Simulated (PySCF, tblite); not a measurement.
# C4H7NO2Si: a rotation path, then NMR shifts on frames, part 2 of 2

tblite 0.8.0 and PySCF 2.14.0. Atoms count from 0. The steps go on from the part before.

**5. Shielding tensors: image 4, PBE0/pcSseg-1**

What the job is given:

```
{"job": {"kind": "nmr", "xc": "PBE0", "basis": "pcSseg-1", "pop": false}, "charge": 0, "multiplicity": 1}
N     -3.391400     1.746200    -1.352100
C     -2.851900     1.070700    -0.598300
C     -2.216900     0.226100     0.331700
C     -1.029100    -0.336500     0.116200
C     -0.195100    -0.140700    -1.104800
O      1.174500    -0.115400    -0.854700
Si     1.974100    -0.335500     0.546400
O      3.538200    -0.262300     0.166400
H     -2.773000     0.038700     1.239900
H     -0.601800    -0.994700     0.856500
H     -0.474100     0.789500    -1.616900
H     -0.392700    -0.973700    -1.798500
H      1.807100    -1.678200     1.092400
H      1.582200     0.702100     1.503600
H      3.845400     0.271700    -0.560900
```

With the program's defaults for keys left out, this is: GIAO PBE0/pcSseg-1 NMR shielding, non-relativistic, gas phase.

The log of the run:

```text
coarse grid: 13544 points
cycle   1  E = -650.5253126571  dE =  1.261e+00  |g| = 9.768e-01  |ddm| = 3.644e+00
cycle   2  E = -650.2023350247  dE =  3.230e-01  |g| = 1.609e+00  |ddm| = 2.113e+00
cycle   3  E = -650.6860743508  dE = -4.837e-01  |g| = 2.638e-01  |ddm| = 1.503e+00
cycle   4  E = -650.6989212809  dE = -1.285e-02  |g| = 1.085e-01  |ddm| = 2.329e-01
cycle   5  E = -650.7013040012  dE = -2.383e-03  |g| = 1.902e-02  |ddm| = 8.962e-02
cycle   6  E = -650.7013782587  dE = -7.426e-05  |g| = 6.243e-03  |ddm| = 1.918e-02
cycle   7  E = -650.7013859382  dE = -7.680e-06  |g| = 2.072e-03  |ddm| = 5.714e-03
final grid: 127776 points
cycle   8  E = -650.7675261502  dE = -2.129e-05  |g| = 1.088e-02  |ddm| = 2.865e-02
cycle   9  E = -650.7674986919  dE =  2.746e-05  |g| = 1.637e-02  |ddm| = 1.880e-02
cycle  10  E = -650.7675474880  dE = -4.880e-05  |g| = 1.362e-03  |ddm| = 1.203e-02
cycle  11  E = -650.7675478890  dE = -4.011e-07  |g| = 4.755e-04  |ddm| = 1.192e-03
cycle  12  E = -650.7675479304  dE = -4.140e-08  |g| = 1.876e-04  |ddm| = 4.599e-04
cycle  13  E = -650.7675479369  dE = -6.472e-09  |g| = 6.407e-05  |ddm| = 1.611e-04
cycle  14  E = -650.7675479378  dE = -8.879e-10  |g| = 1.654e-05  |ddm| = 5.532e-05
converged SCF energy = -650.7675479378

GIAO shielding tensors (ppm)
atom      isotropic    diamagn.    paramagn.     s11        s22        s33       span
  0 N      -66.744     339.791    -406.535   -218.480   -191.564    209.812    428.292
  1 C       67.641     260.066    -192.425    -46.347    -45.666    294.935    341.283
  2 C       81.319     253.173    -171.854    -20.978    102.322    162.614    183.592
  3 C       23.443     261.320    -237.876   -103.037     24.689    148.678    251.714
  4 C      118.486     242.333    -123.847     98.028    104.493    152.936     54.909
  5 O      303.567     396.872     -93.305    255.450    296.726    358.525    103.075
  6 Si     385.391     879.541    -494.151    367.403    375.024    413.745     46.342
  7 O      306.268     385.236     -78.968    267.269    303.091    348.445     81.176
  8 H       26.328      28.324      -1.996     23.040     26.598     29.346      6.306
  9 H       24.776      34.412      -9.636     21.044     24.069     29.215      8.171
 10 H       26.335      31.271      -4.937     21.626     25.410     31.969     10.343
 11 H       26.519      28.731      -2.212     21.650     26.986     30.919      9.268
 12 H       26.630      30.142      -3.512     22.756     25.518     31.616      8.860
 13 H       26.510      31.072      -4.562     22.605     25.773     31.154      8.549
 14 H       29.982      31.387      -1.406     21.684     25.696     42.565     20.881
```

Run time: 21 s. Hardware: 1 thread of Arm Neoverse V1, shared host; peak memory 0.83 GiB.

Key values: δ C3 163.5, C1 119.3, C2 105.6, C4 68.4, H9 6.94, H8 5.39 ppm.

**6. Nuclear shieldings: image 6, PBE0/pcSseg-1**

What the job is given:

```
{"job": {"kind": "nmr", "xc": "PBE0", "basis": "pcSseg-1", "pop": false}, "charge": 0, "multiplicity": 1}
N     -3.512100     1.458100    -1.650700
C     -2.937300     1.009500    -0.765400
C     -2.260200     0.439200     0.329200
C     -1.043900    -0.095500     0.239600
C     -0.210000    -0.144200    -0.997900
O      1.148600     0.033400    -0.750900
Si     2.064600    -0.580300     0.449300
O      3.573500    -0.123200     0.113300
H     -2.808200     0.437300     1.261600
H     -0.586100    -0.542400     1.108200
H     -0.523400     0.627900    -1.710800
H     -0.363400    -1.125100    -1.476700
H      2.055700    -2.037700     0.446900
H      1.657400    -0.028100     1.745300
H      3.740300     0.679100    -0.374200
```

Method: GIAO PBE0/pcSseg-1 NMR shielding, non-relativistic, gas phase.

The log of the run:

```text
coarse grid: 13544 points
cycle   1  E = -650.5262157578  dE =  1.253e+00  |g| = 9.758e-01  |ddm| = 3.647e+00
cycle   2  E = -650.2048561818  dE =  3.214e-01  |g| = 1.606e+00  |ddm| = 2.172e+00
cycle   3  E = -650.6872159449  dE = -4.824e-01  |g| = 2.601e-01  |ddm| = 1.549e+00
cycle   4  E = -650.6996066786  dE = -1.239e-02  |g| = 1.090e-01  |ddm| = 2.308e-01
cycle   5  E = -650.7020168115  dE = -2.410e-03  |g| = 1.889e-02  |ddm| = 9.013e-02
cycle   6  E = -650.7020893725  dE = -7.256e-05  |g| = 6.311e-03  |ddm| = 1.919e-02
cycle   7  E = -650.7020971777  dE = -7.805e-06  |g| = 2.048e-03  |ddm| = 5.759e-03
final grid: 127776 points
cycle   8  E = -650.7683726399  dE = -2.067e-05  |g| = 1.082e-02  |ddm| = 2.586e-02
cycle   9  E = -650.7683457844  dE =  2.686e-05  |g| = 1.622e-02  |ddm| = 1.901e-02
cycle  10  E = -650.7683937180  dE = -4.793e-05  |g| = 1.365e-03  |ddm| = 1.219e-02
cycle  11  E = -650.7683941247  dE = -4.067e-07  |g| = 4.619e-04  |ddm| = 1.199e-03
cycle  12  E = -650.7683941631  dE = -3.839e-08  |g| = 1.914e-04  |ddm| = 4.515e-04
cycle  13  E = -650.7683941699  dE = -6.752e-09  |g| = 6.437e-05  |ddm| = 1.618e-04
cycle  14  E = -650.7683941708  dE = -8.970e-10  |g| = 1.635e-05  |ddm| = 5.540e-05
converged SCF energy = -650.7683941708

GIAO shielding tensors (ppm)
atom      isotropic    diamagn.    paramagn.     s11        s22        s33       span
  0 N      -65.762     339.786    -405.548   -218.226   -190.833    211.774    430.000
  1 C       67.594     259.984    -192.389    -46.279    -45.794    294.856    341.135
  2 C       82.559     252.657    -170.098    -18.403    103.599    162.481    180.884
  3 C       23.365     261.181    -237.816   -103.795     23.088    150.801    254.596
  4 C      118.867     242.773    -123.906     96.151    107.527    152.922     56.771
  5 O      299.873     397.392     -97.519    261.108    288.335    350.178     89.071
  6 Si     383.646     879.573    -495.927    359.279    379.599    412.060     52.781
  7 O      307.063     385.659     -78.596    265.728    303.788    351.673     85.945
  8 H       26.353      28.140      -1.787     23.026     26.653     29.381      6.354
  9 H       24.786      34.522      -9.736     21.234     23.567     29.557      8.322
 10 H       26.419      31.246      -4.827     21.630     25.732     31.893     10.263
 11 H       26.618      29.525      -2.907     21.886     27.110     30.857      8.971
 12 H       26.722      29.607      -2.885     23.370     24.906     31.891      8.521
 13 H       26.389      31.067      -4.678     22.263     25.841     31.063      8.800
 14 H       30.025      31.802      -1.777     21.608     25.860     42.609     21.001
```

Wall time 21 s (1 thread of Arm Neoverse V1, shared host); peak memory 0.83 GiB.

In short: δ C3 163.6, C1 119.3, C2 104.4, C4 68.1, H9 6.93, H8 5.36 ppm.

**7. Shielding tensors: image 8, PBE0/pcSseg-1**

What the job is given:

```
{"job": {"kind": "nmr", "xc": "PBE0", "basis": "pcSseg-1", "pop": false}, "charge": 0, "multiplicity": 1}
N     -3.443500     1.355200    -1.874000
C     -2.951800     0.982000    -0.907400
C     -2.365700     0.533800     0.293000
C     -1.134400     0.028400     0.356700
C     -0.229200    -0.148800    -0.820000
O      1.097500     0.150100    -0.529000
Si     2.165000    -0.663700     0.394900
O      3.548900     0.147900     0.226700
H     -2.991300     0.624200     1.170900
H     -0.722100    -0.292100     1.302300
H     -0.541200     0.501200    -1.645700
H     -0.310400    -1.193900    -1.159700
H      2.267100    -2.043200    -0.084700
H      1.869100    -0.597200     1.820900
H      3.737600     0.623900    -0.578100
```

Level: GIAO PBE0/pcSseg-1 NMR shielding, non-relativistic, gas phase.

The log of the run:

```text
coarse grid: 13544 points
cycle   1  E = -650.5285951780  dE =  1.238e+00  |g| = 9.750e-01  |ddm| = 3.638e+00
cycle   2  E = -650.2118519581  dE =  3.167e-01  |g| = 1.600e+00  |ddm| = 2.125e+00
cycle   3  E = -650.6898860896  dE = -4.780e-01  |g| = 2.556e-01  |ddm| = 1.507e+00
cycle   4  E = -650.7017078254  dE = -1.182e-02  |g| = 1.094e-01  |ddm| = 2.277e-01
cycle   5  E = -650.7041492812  dE = -2.441e-03  |g| = 1.801e-02  |ddm| = 9.005e-02
cycle   6  E = -650.7042160400  dE = -6.676e-05  |g| = 5.777e-03  |ddm| = 1.821e-02
cycle   7  E = -650.7042223607  dE = -6.321e-06  |g| = 1.918e-03  |ddm| = 5.221e-03
final grid: 127776 points
cycle   8  E = -650.7706445754  dE = -2.307e-05  |g| = 1.089e-02  |ddm| = 2.676e-02
cycle   9  E = -650.7706192295  dE =  2.535e-05  |g| = 1.614e-02  |ddm| = 1.860e-02
cycle  10  E = -650.7706657628  dE = -4.653e-05  |g| = 1.362e-03  |ddm| = 1.174e-02
cycle  11  E = -650.7706661544  dE = -3.915e-07  |g| = 4.889e-04  |ddm| = 1.217e-03
cycle  12  E = -650.7706661982  dE = -4.387e-08  |g| = 1.945e-04  |ddm| = 4.625e-04
cycle  13  E = -650.7706662054  dE = -7.116e-09  |g| = 6.030e-05  |ddm| = 1.609e-04
cycle  14  E = -650.7706662061  dE = -7.560e-10  |g| = 1.679e-05  |ddm| = 5.264e-05
converged SCF energy = -650.7706662061

GIAO shielding tensors (ppm)
atom      isotropic    diamagn.    paramagn.     s11        s22        s33       span
  0 N      -64.009     339.821    -403.830   -216.596   -189.569    214.138    430.733
  1 C       67.314     260.022    -192.709    -46.413    -46.149    294.503    340.917
  2 C       82.388     252.787    -170.399    -18.494    103.702    161.955    180.449
  3 C       23.287     259.128    -235.840   -105.088     23.087    151.863    256.951
  4 C      120.450     243.806    -123.355     96.233    112.803    152.315     56.081
  5 O      297.100     398.217    -101.117    268.197    287.249    335.854     67.657
  6 Si     381.333     879.922    -498.589    356.758    374.739    412.501     55.742
  7 O      302.408     386.133     -83.725    258.254    301.467    347.503     89.248
  8 H       26.309      27.662      -1.353     22.949     26.677     29.300      6.351
  9 H       24.747      33.491      -8.744     21.196     23.801     29.243      8.048
 10 H       26.440      31.772      -5.332     21.429     25.705     32.186     10.757
 11 H       26.866      30.628      -3.761     22.303     27.451     30.846      8.543
 12 H       26.630      29.761      -3.132     23.454     24.719     31.716      8.262
 13 H       26.714      30.454      -3.740     22.935     25.427     31.780      8.845
 14 H       29.880      31.779      -1.899     21.617     25.724     42.298     20.681
```

Run time: 21 s. Hardware: 1 thread of Arm Neoverse V1, shared host; peak memory 0.83 GiB.

Key values: δ C3 163.6, C1 119.6, C2 104.5, C4 66.5, H9 6.97, H8 5.41 ppm.

**8. Comparing the runs: NMR shifts**

Shifts (ppm) of some atoms, chosen among heavy atoms and hydrogens apart, with basis size and wall time:

```
  frame     C3   H13   H11     N0    O5    O7    Si6  functions  time
image 0  166.5  5.05  4.97  332.5  41.7  33.1  -28.4        178  29 s
image 2  163.6  5.07  5.08  334.3  36.3  32.6  -33.4        178  21 s
image 4  163.5  5.21  5.20  334.5  32.5  29.8  -36.2        178  21 s
image 6  163.6  5.33  5.10  333.5  36.2  29.0  -34.5        178  21 s
image 8  163.6  5.00  4.85  331.7  39.0  33.7  -32.2        178  21 s
```

**9. Results**

This closing draws on all 2 parts.

| quantity | value |
| --- | --- |
| barrier | 0.049 eV (1.1 kcal/mol) at image 4 |
| end to end (GFN2-xTB) | 0.009 eV |
| 13C shifts against TMS (PBE0/pcSseg-1, image 0) | 166.5, 119.6, 104.5, 66.2 ppm |
| 1H shifts against TMS (PBE0/pcSseg-1, image 0) | 7.04, 5.40, 5.21, 5.05, 4.97, 4.84, 1.78 ppm |
| 15N shifts against NH3 (PBE0/pcSseg-1, image 0) | 332.5 ppm |
| 17O shifts against H2O (PBE0/pcSseg-1, image 0) | 41.7, 33.1 ppm |
| 29Si shifts against TMS (PBE0/pcSseg-1, image 0) | -28.4 ppm |
| surface potential, 1st and 99th percentile | -1.60 V and 2.09 V |
| range of the shift of O5 | 32.5 to 41.7 ppm |

**Reading.** Along the band the dihedral turns by 140°, and the top (dihedral 3°) lies 1.1 kcal/mol above the start (GFN2-xTB, rough), so at room temperature this motion is fast. Ends this close can change order at a higher level. The top was not checked by a frequency run. Shifts at one fixed geometry are not the observed spectrum, which averages over the motion. In the first frame run (image 0): The largest span, 426 ppm, is at N0, where the paramagnetic term is -405 ppm. At PBE0/pcSseg-1, counted by nearest atom on the grid, the HOMO lies on C2, C3 about 23 % each; N0 20 %, the LUMO on C3 32 %; C2 20 %. Across the 5 runs the shift of O5 moves most, between 32.5 (image 4) and 41.7 ppm (image 0).
